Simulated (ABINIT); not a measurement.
Crystal: SiO.

```
Si O
1.0
     2.80697    0.00000    0.00000
     0.00000    2.80697    0.00000
     0.00000    0.00000    2.80697
Si O
1 1
Cartesian
  0.0000 0.0000 0.0000
  1.4035 1.4035 1.4035
```

The cell was built by a generator and needn't be a form met in nature.

- Program: ABINIT 10.8.3 (patched build)
- Task: relaxation of cell and atoms
- Functional: PBEsol
- Potentials or basis: PseudoDojo NC SR PBEsol v0.4.1 standard
- Cutoff: 1143 eV
- k mesh: 7 × 7 × 7
- Occupations: fermi-dirac, width 0.05 eV
- Spin: no spin polarisation

At the start: pressure -6.0 GPa; volume 11.06 Å³/atom.

How do energy, volume and symmetry change on relaxing?

Over 5 steps the energy falls by 9.5 meV/atom and the volume is 10.57 Å³/atom (-4.4 %); space group Pm-3m (No. 221, to 0.05 Å).

Step by step:
| step | energy change (eV) | largest force (eV/Å) | pressure (GPa) | volume (Å³) |
| --- | --- | --- | --- | --- |
| 1 | 0.0000 | 0.0000 | -5.99 | 22.12 |
| 2 | -0.0122 | 0.0000 | -3.69 | 21.71 |
| 3 | -0.0189 | 0.0000 | 0.27 | 21.11 |
| 4 | -0.0189 | 0.0000 | -0.01 | 21.15 |
| 5 | -0.0189 | 0.0000 | 0.00 | 21.14 |

Final structure:
```cif
data_structure
_symmetry_space_group_name_H-M 'P 1'
_symmetry_Int_Tables_number 1
_cell_length_a 2.7653
_cell_length_b 2.7653
_cell_length_c 2.7653
_cell_angle_alpha 90.000
_cell_angle_beta 90.000
_cell_angle_gamma 90.000
_cell_volume 21.14
loop_
_atom_site_label
_atom_site_type_symbol
_atom_site_fract_x
_atom_site_fract_y
_atom_site_fract_z
_atom_site_occupancy
Si1 Si 0.00000 0.00000 0.00000 1
O1 O 0.50000 0.50000 0.50000 1
```
